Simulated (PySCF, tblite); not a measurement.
**C5H8FO2 radical: geometry, infrared bands and EPR parameters**

What infrared bands and EPR parameters should C5H8FO2 radical (`CCO[C@@H]1O[CH][C@H]1F`) show?

Computed with tblite 0.8.0 and PySCF 2.14.0, with density-fitted response routines of our own, on a single molecule in the gas phase. Atoms are numbered from 0 throughout.

## 1. The molecule as given

16 atoms, charge 0, multiplicity 2; geometry from: force field or distance geometry start.

Bonds of the start (Å): C0–C1 1.52, C1–O2 1.38, O2–C3 1.39, C3–O4 1.40, O4–C5 1.41, C5–C6 1.53, C6–F7 1.37, C6–C3 1.50, C0–H8 1.09, C0–H9 1.10, C0–H10 1.12, C1–H11 1.12, C1–H12 1.13, C3–H13 1.12, C5–H14 1.14, C6–H15 1.10.

## 2. Geometry optimisation with GFN2-xTB

What the job is given:

```
{"job": {"kind": "relax", "xc": "GFN2-xTB", "basis": "xTB"}, "charge": 0, "multiplicity": 2}
C      2.526200     0.304200     0.143100
C      1.201000    -0.425700     0.254600
O      0.103400     0.379500     0.030700
C     -1.027600    -0.417900     0.163700
O     -1.758100    -0.328500    -1.028200
C     -2.200400     0.910900    -0.511700
C     -2.232000     0.170400     0.826100
F     -3.274900    -0.721100     0.777800
H      2.429000     1.390000     0.213800
H      3.273900    -0.071500     0.864600
H      2.928700     0.053700    -0.867400
H      1.139300    -1.253600    -0.496100
H      1.081200    -0.903100     1.267900
H     -0.765000    -1.475800     0.427400
H     -1.313300     1.619200    -0.541600
H     -2.119000     0.778100     1.731500
```

Command:

```sh
OMP_NUM_THREADS=1 python probes_run.py task.json out
```

One launch serves the whole session: the jobs run in the order shown.

The log of the run:

```text
step      E/eV     max force
  0    -747.57121    2.513
  1    -747.88256    1.297
  2    -748.08579    1.008
  3    -748.22341    1.039
  4    -748.35844    0.820
  5    -748.46898    0.924
  6    -748.57498    1.111
  7    -748.68706    1.050
  8    -748.80683    0.970
  9    -748.92519    1.038
 10    -749.02965    0.944
 11    -749.12055    0.815
 12    -749.21000    0.796
 13    -749.28048    0.553
 14    -749.32228    0.465
 15    -749.31638    1.323
 16    -749.35809    0.419
 17    -749.37425    0.302
 18    -749.39844    0.267
 19    -749.42050    0.319
 20    -749.43937    0.333
 21    -749.45746    0.298
 22    -749.47077    0.223
 23    -749.47989    0.237
 24    -749.48760    0.257
 25    -749.49396    0.234
 26    -749.49885    0.137
 27    -749.50192    0.117
 28    -749.50470    0.139
 29    -749.50764    0.125
 30    -749.50947    0.106
 31    -749.51078    0.092
 32    -749.51215    0.108
 33    -749.51384    0.127
 34    -749.51551    0.116
 35    -749.51684    0.076
 36    -749.51789    0.081
 37    -749.51895    0.082
 38    -749.52023    0.089
 39    -749.52152    0.074
 40    -749.52261    0.084
 41    -749.52345    0.071
 42    -749.52404    0.049
 43    -749.52449    0.056
 44    -749.52498    0.059
 45    -749.52554    0.056
 46    -749.52612    0.057
 47    -749.52676    0.059
 48    -749.52758    0.079
 49    -749.52874    0.093
 50    -749.53031    0.094
 51    -749.53213    0.113
 52    -749.53413    0.130
 53    -749.53652    0.153
 54    -749.53981    0.169
 55    -749.54477    0.212
 56    -749.55146    0.292
 57    -749.50750    1.057
 58    -749.56046    0.219
 59    -749.56488    0.187
 60    -749.56676    0.673
 61    -749.58063    0.182
 62    -749.58836    0.229
 63    -749.59234    0.757
 64    -749.61324    0.245
 65    -749.62386    0.266
 66    -749.63568    0.483
 67    -749.64311    0.178
 68    -749.64602    0.242
 69    -749.65306    0.306
 70    -749.65783    0.128
 71    -749.66146    0.099
 72    -749.66363    0.237
 73    -749.66669    0.127
 74    -749.66779    0.119
 75    -749.66954    0.130
 76    -749.67095    0.160
 77    -749.67312    0.112
 78    -749.67463    0.099
 79    -749.67553    0.080
 80    -749.67609    0.058
 81    -749.67647    0.043
 82    -749.67677    0.043
 83    -749.67706    0.038
 84    -749.67739    0.045
 85    -749.67780    0.053
 86    -749.67826    0.053
 87    -749.67874    0.050
 88    -749.67931    0.073
 89    -749.68005    0.098
 90    -749.68110    0.111
 91    -749.68271    0.113
 92    -749.68511    0.145
 93    -749.68813    0.176
 94    -749.69160    0.203
 95    -749.69505    0.158
 96    -749.69683    0.102
 97    -749.69802    0.086
 98    -749.69867    0.067
 99    -749.69915    0.060
100    -749.69952    0.061
101    -749.69997    0.072
102    -749.70045    0.072
103    -749.70133    0.062
104    -749.70208    0.071
105    -749.70300    0.084
106    -749.70395    0.094
107    -749.70499    0.084
108    -749.70608    0.075
109    -749.70678    0.074
110    -749.70759    0.075
111    -749.70815    0.057
112    -749.70857    0.041
113    -749.70875    0.037
114    -749.70906    0.028
115    -749.70944    0.036
116    -749.70969    0.033
117    -749.70988    0.032
118    -749.71002    0.034
119    -749.71018    0.031
120    -749.71043    0.037
121    -749.71075    0.040
122    -749.71108    0.041
123    -749.71142    0.048
124    -749.71176    0.044
125    -749.71213    0.042
126    -749.71254    0.046
127    -749.71303    0.055
128    -749.71361    0.074
129    -749.71434    0.083
130    -749.71488    0.115
131    -749.71596    0.068
132    -749.71681    0.074
133    -749.71786    0.061
134    -749.71843    0.089
135    -749.71934    0.060
136    -749.72000    0.068
137    -749.72039    0.098
138    -749.72071    0.040
139    -749.72090    0.025
140    -749.72106    0.028
141    -749.72115    0.019
142    -749.72122    0.021
143    -749.72128    0.019
144    -749.72133    0.016
145    -749.72137    0.014
146    -749.72140    0.013
147    -749.72143    0.013
148    -749.72146    0.011
149    -749.72147    0.007
```

Wall time 0.69 s (1 thread of Arm Neoverse V2, shared host).

The steps of the relaxation: (not every step is listed)

```tsv
step	energy from step 0 (eV)	largest force (eV/Å)
0	0.0000	2.5127
1	-0.3114	1.2965
2	-0.5146	1.0081
3	-0.6522	1.0393
4	-0.7872	0.8205
5	-0.8978	0.9242
6	-1.0038	1.1109
7	-1.1159	1.0503
8	-1.2356	0.9695
21	-1.8863	0.2982
34	-1.9443	0.1160
47	-1.9556	0.0592
60	-1.9956	0.6731
73	-2.0955	0.1274
86	-2.1071	0.0531
99	-2.1279	0.0601
112	-2.1374	0.0413
125	-2.1409	0.0420
138	-2.1495	0.0398
144	-2.1501	0.0156
145	-2.1502	0.0142
146	-2.1502	0.0134
147	-2.1502	0.0126
148	-2.1503	0.0108
149	-2.1503	0.0073
```

Close pairs (by a distance rule), those that changed most:

```tsv
bond	before (Å)	after (Å)	change (Å)
C5–H14	1.136	1.071	-0.065
C3–O4	1.401	1.449	+0.049
C3–C6	1.495	1.542	+0.047
C1–O2	1.380	1.426	+0.046
C5–C6	1.529	1.484	-0.045
C1–H12	1.127	1.092	-0.034
O4–C5	1.414	1.381	-0.033
C0–H10	1.116	1.087	-0.029
```

The next job starts from the end point, and lists it.

## 3. Harmonic vibrations with GFN2-xTB

What the job is given:

```
{"job": {"kind": "ir", "xc": "GFN2-xTB", "basis": "xTB"}, "charge": 0, "multiplicity": 2}
C      2.238410     0.123663    -0.107334
C      1.440915    -0.758913     0.842632
O      0.166532    -0.213047     1.175419
C     -0.772843    -0.258741     0.190482
O     -0.697961     0.792911    -0.804052
C     -1.954771     1.249651    -0.458376
C     -2.164034     0.250256     0.619158
F     -3.189459    -0.661074     0.460785
H      2.374125     1.109666     0.328931
H      3.212443    -0.323632    -0.286419
H      1.716741     0.235330    -1.054333
H      1.301581    -1.759951     0.410806
H      1.951591    -0.852949     1.803346
H     -0.802664    -1.229119    -0.330440
H     -2.606718     1.690948    -1.184046
H     -2.221487     0.613945     1.649514
```

The log of the run:

```text
mode    cm-1     km/mol
  1      48.7      0.43
  2      92.4      0.78
  3     150.2      5.85
  4     178.5      1.29
  5     240.8      1.30
  6     264.9      8.38
  7     357.7     15.88
  8     386.8     14.98
  9     444.6     22.87
 10     538.2     12.97
 11     592.8     15.23
 12     735.8     34.53
 13     830.9      5.03
 14     912.6     35.54
 15     930.5     74.19
 16     997.5     39.27
 17    1025.1     29.74
 18    1031.8     23.62
 19    1051.0     31.10
 20    1091.7     31.02
 21    1104.2     92.91
 22    1123.8    112.92
 23    1172.3     37.15
 24    1179.3     35.69
 25    1207.2     26.02
 26    1238.5     35.49
 27    1265.1     30.68
 28    1282.0     19.03
 29    1319.5     21.67
 30    1334.2     16.38
 31    1403.8     12.67
 32    1457.1      0.93
 33    1476.9      3.75
 34    1492.5      5.97
 35    2852.5     47.74
 36    2882.0     50.98
 37    2930.9     13.25
 38    2975.4     19.44
 39    3046.4     24.46
 40    3052.5     20.11
 41    3055.8     16.89
 42    3154.0     12.18
```

It took 0.36 s on 1 thread of Arm Neoverse V2, shared host.

Which atoms move in the most intense modes:

```tsv
cm⁻¹	km/mol	atoms
930	74.2	C3 45 %, O4 21 %
998	39.3	C6 34 %, H15 21 %, F7 18 %, C5 14 %
1104	92.9	C6 23 %, H15 22 %, O2 11 %
1124	112.9	H13 30 %, O2 15 %, C1 15 %
1172	37.1	C1 18 %, H10 10 %, O2 10 %
1179	35.7	C5 32 %, C6 29 %, H15 17 %
2852	47.7	H13 93 %
2882	51.0	H11 93 %
```

## 4. EPR parameters: B3LYP/pcH-1

The job, as its differences from that of step 3:

```diff
@@ -1,2 +1,2 @@
-{"job": {"kind": "ir", "xc": "GFN2-xTB", "basis": "xTB"}, "charge": 0, "multiplicity": 2}
+{"job": {"kind": "epr", "basis": "pcH-1"}, "charge": 0, "multiplicity": 2}
 C      2.238410     0.123663    -0.107334
```

With the program's defaults for keys left out, this is: UKS B3LYP, pcH-1 on C F H O, non-relativistic, mean-field spin-orbit, GIAO.

The log of the run:

```text
UKS, coarse grid
  cycle   1  E = -445.41387992  |g| = 6.54e-01
  cycle   2  E = -445.17926267  |g| = 1.07e+00
  cycle   3  E = -445.55438711  |g| = 1.02e-01
  cycle   4  E = -445.55746320  |g| = 5.76e-02
  cycle   5  E = -445.55861915  |g| = 1.75e-02
  cycle   6  E = -445.55872089  |g| = 5.38e-03
  cycle   7  E = -445.55873455  |g| = 1.27e-03
  cycle   8  E = -445.55873576  |g| = 8.20e-04
UKS, final grid
  cycle   1  E = -445.55869745  |g| = 1.12e-03
  cycle   2  E = -445.55869686  |g| = 1.74e-03
  cycle   3  E = -445.55869794  |g| = 1.44e-04
  cycle   4  E = -445.55869795  |g| = 4.02e-05
  cycle   5  E = -445.55869795  |g| = 3.61e-05
  cycle   6  E = -445.55869795  |g| = 7.32e-06
E = -445.55869795 Eh   <S^2> = 0.7538 (exact 0.7500)
g shifts (ppm)      1          2          3
  rmc          -208       -208       -208
  gc              5         60         39
  oz_so        -108        878       2364
  total        -310        730       2195
hyperfine (MHz)  atom isotope    a_iso     a_fc   dipolar eigenvalues
    0   13C      -0.07      -0.07     -0.34     -0.26      0.60
    1   13C       1.20       1.20     -0.35     -0.30      0.64
    2   17O       3.28       3.28     -0.54     -0.02      0.56
    3   13C      10.07      10.07     -2.43     -1.65      4.08
    4   17O     -33.64     -33.64    -78.22     37.60     40.62
    5   13C     154.95     154.95    -72.76    -71.80    144.56
    6   13C      -7.80      -7.80     -3.30      0.79      2.51
    7   19F     225.93     225.93    -65.22    -55.17    120.39
    8    1H       0.10       0.10     -1.16     -1.07      2.23
    9    1H      -0.05      -0.05     -0.59     -0.57      1.16
   10    1H      -0.05      -0.05     -1.99     -1.80      3.79
   11    1H      -0.09      -0.09     -0.95     -0.92      1.87
   12    1H      -0.07      -0.07     -0.68     -0.67      1.35
   13    1H       3.26       3.26     -3.88     -2.96      6.85
   14    1H     -33.63     -33.63    -33.62     -1.94     35.57
   15    1H      52.10      52.10     -6.23     -2.60      8.83
```

Wall time 74 s (1 thread of Arm Neoverse V2, shared host); peak memory 0.97 GiB.

Principal g values 2.00201, 2.00305, 2.00451; g(iso) = 2.00319, against 2.00232 for a free electron.

Mean a(iso) over the nuclei that a row names, and the largest dipolar term of the row (other rows stand at the frozen geometry):

```tsv
nuclei	isotope	a(iso) (MHz)	a(iso) (G, at g = 2.0023)	largest dipolar term (MHz)
F7	19F	225.9	80.6	120.4
C5	13C	155.0	55.3	144.6
H15	1H	52.1	18.6	8.8
O4	17O	-33.6	-12.0	-78.2
H14	1H	-33.6	-12.0	35.6
C3	13C	10.1	3.6	4.1
C6	13C	-7.8	-2.8	-3.3
O2	17O	3.3	1.2	0.6
H13	1H	3.3	1.2	6.8
C1	13C	1.2	0.4	0.6
H11	1H	-0.1	0.0	1.9
H12	1H	-0.1	0.0	1.4
C0	13C	-0.1	0.0	0.6
H8, H9, H10	1H	0.0	0.0	3.8
```

Mulliken spin populations:

C0 0.00; C1 0.00; O2 0.00; C3 -0.01; O4 0.16; C5 0.84; C6 -0.01; F7 0.02; H8 0.00; H9 0.00; H10 0.00; H11 0.00; H12 0.00; H13 0.00; H14 -0.03; H15 0.02

In first order the couplings over 0.8 MHz of 19F, 1H give 16 distinct lines over 112.4 G, if the averaged nuclei exchange fast.

Orbitals, density, ELF and potential are computed afterwards from the orbital file.

ELF in a plane through or near 7 of the atoms.

Values, 10 rows by 14 columns:
```
0.00 0.00 0.00 0.00 0.00 0.00 0.00 0.00 0.00 0.00 0.00 0.00 0.00 0.00
0.00 0.00 0.00 0.00 0.00 0.00 0.00 0.00 0.00 0.00 0.05 0.01 0.00 0.00
0.00 0.00 0.00 0.02 0.06 0.16 0.00 0.25 0.19 0.08 0.96 0.94 0.01 0.00
0.00 0.00 0.50 0.62 0.50 0.78 0.02 0.84 0.74 0.36 0.97 0.90 0.03 0.00
0.00 0.02 0.94 0.98 0.41 0.54 0.02 0.28 0.59 0.57 0.72 0.04 0.00 0.00
0.00 0.00 0.24 0.23 0.67 0.36 0.63 0.84 0.56 0.33 0.43 0.18 0.01 0.00
0.00 0.00 0.00 0.13 0.83 0.42 0.71 0.76 0.24 0.35 0.56 0.70 0.08 0.00
0.00 0.00 0.00 0.16 0.67 0.18 0.14 0.39 0.01 0.01 0.29 0.28 0.01 0.00
0.00 0.00 0.00 0.00 0.01 0.00 0.00 0.00 0.00 0.00 0.00 0.00 0.00 0.00
0.00 0.00 0.00 0.00 0.00 0.00 0.00 0.00 0.00 0.00 0.00 0.00 0.00 0.00
```
The map spans 11.6 Å across and 8.7 Å up, centred on the molecule. Atoms in the plane (x, y in Å): C0 (-2.2, 0.6), C1 (-1.6, -0.8), C3 (0.7, -0.3), O4 (0.9, 1.2), C5 (2.2, 1.0), H9 (-3.2, 0.6), H14 (2.9, 1.8).

On the surface of density 0.002 e/bohr³ the electrostatic potential runs, from the 1st to the 99th percentile, from -1.06 V near O4 to 1.03 V near H14.

The spin density lies nearest to C5 57 %; O4 19 %; H14 14 %.

## 5. What came out

| quantity | value |
| --- | --- |
| strongest single infrared mode (GFN2-xTB) | 1124 cm⁻¹, 113 km/mol |
| zero-point energy (GFN2-xTB) | 77.1 kcal/mol |
| g(iso) (B3LYP) | 2.00319 |
| ⟨S²⟩ | 0.754 (exact 0.75) |
| largest a(iso) (averaged by class) | 19F on F7, 225.9 MHz |
| surface potential, 1st and 99th percentile | -1.06 V and 1.03 V |

In words: Relaxing lowered the energy by 2.150 eV in 149 steps; the close pair that moved most is C5–H14, from 1.136 to 1.071 Å. No mode is imaginary among the 42: a minimum at this level. The strongest single mode, at 1124 cm⁻¹, has its largest shares on H13, O2 and C1 (the list is cut at 3 atoms). Unscaled tight-binding wavenumbers are off by several per cent, some by more. Its intensities can rank the bands wrongly. C5 carries the largest spin population, 0.84 e. The isotropic g lies 0.9 ppt above the free-electron value.
